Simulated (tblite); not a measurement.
# C3H12GeNSi: the cost of one run

Computed with tblite 0.8.0 and PySCF 2.14.0, with density-fitted response routines of our own, on a single molecule in the gas phase. Atoms are numbered from 0 throughout.

## Step 1: Starting geometry

18 atoms, charge 0, multiplicity 2; geometry from: force field or distance geometry start.

Bonds of the start (Å): C0–C1 1.55, C1–C2 1.47, C2–N3 1.43, N3–Si4 1.80, N3–Ge5 1.87, C0–H6 1.08, C0–H7 1.12, C0–H8 1.13, C1–H9 1.08, C1–H10 1.14, C2–H11 1.10, Si4–H12 1.48, Si4–H13 1.48, Si4–H14 1.45, Ge5–H15 1.54, Ge5–H16 1.53, Ge5–H17 1.57.

## Step 2: Geometry optimisation with GFN2-xTB

What the job is given:

```
{"job": {"kind": "relax", "xc": "GFN2-xTB", "basis": "xTB"}, "charge": 0, "multiplicity": 2}
C      2.672600    -0.187000     0.270600
C      1.504500    -0.632100    -0.642900
C      0.417000     0.304000    -0.341600
N     -0.818700     0.145200    -1.052500
Si    -1.823500    -1.196500    -0.396000
Ge    -1.788300     1.714400    -0.743000
H      3.530500    -0.840800     0.185700
H      2.234600    -0.110100     1.303300
H      2.935100     0.848000    -0.091600
H      1.870000    -0.665100    -1.658900
H      1.316800    -1.706400    -0.323700
H      0.332700     0.648400     0.702800
H     -1.550300    -2.473600    -1.092900
H     -3.233100    -0.788900    -0.615200
H     -1.518500    -1.341900     1.012100
H     -1.220900     2.843200    -1.621500
H     -3.277200     1.447700    -0.957800
H     -1.591900     1.997900     0.786500
```

On the command line:

```bash
$ OMP_NUM_THREADS=1 python probes_run.py task.json out
```

This one command runs all jobs of the session in turn.

Q: Estimate the wall time and peak memory of this first job on 1 thread of Arm Neoverse N1, shared host.

About 1.4 s, with a peak of 0.18 GiB.
